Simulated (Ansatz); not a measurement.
# ZnN+ (singlet): from a generated start to a stationary point

Aim: relax a generated start of ZnN+ (singlet) and see which bonds hold.

The runs use Ansatz 0.2.0, Gaussian basis; RKS PBE0/def2-TZVP.

### Step 1. Starting geometry

2 atoms, charge 1, spin multiplicity 1.

Atoms are counted from 1 here; the program's logs count them from 0.

Bond lengths: Zn1–N2 1.930 Å.

Geometry (Å):

```
Zn    0.0000    0.0000    0.0000
N     0.0000    0.0000    1.9300
```

The start is set by covalent radii. Sticks and bond lists go by distance. 

### Step 2. The run

in.yaml reads:

```yaml
crystal:
  periodic: [false, false, false]
  atoms:
    - {symbol: Zn, position_ang: [0.000000, 0.000000, 0.000000]}
    - {symbol: N, position_ang: [0.000000, 0.000000, 1.930000]}
basis:
  gaussian: {orbitals: def2-TZVP}
total_charge: 1
hamiltonian: {xc: pbe0}
relax: {f_tol: 0.004, max_steps: 80}
```

Run with:

```bash
ansatz run in.yaml --threads 1 --pin off --events-out ev --progress --plain --max-ram 2176MiB
```

**Question.** What will these runs give? Wanted: energy gained; shift from the start; total energy.

The runs gave:

```
                  quantity           value
                     steps               5
             energy gained        0.010 eV
shift from the start (rms)         0.020 Å
              total energy  -49886.7431 eV
```

**Reading.** The bonds of the start are those of the end. Zn1–N2 went from 1.930 to 1.890 Å. No vibrations were run, so this is a stationary point, not a proven minimum, and this spin need not be the ground state's.
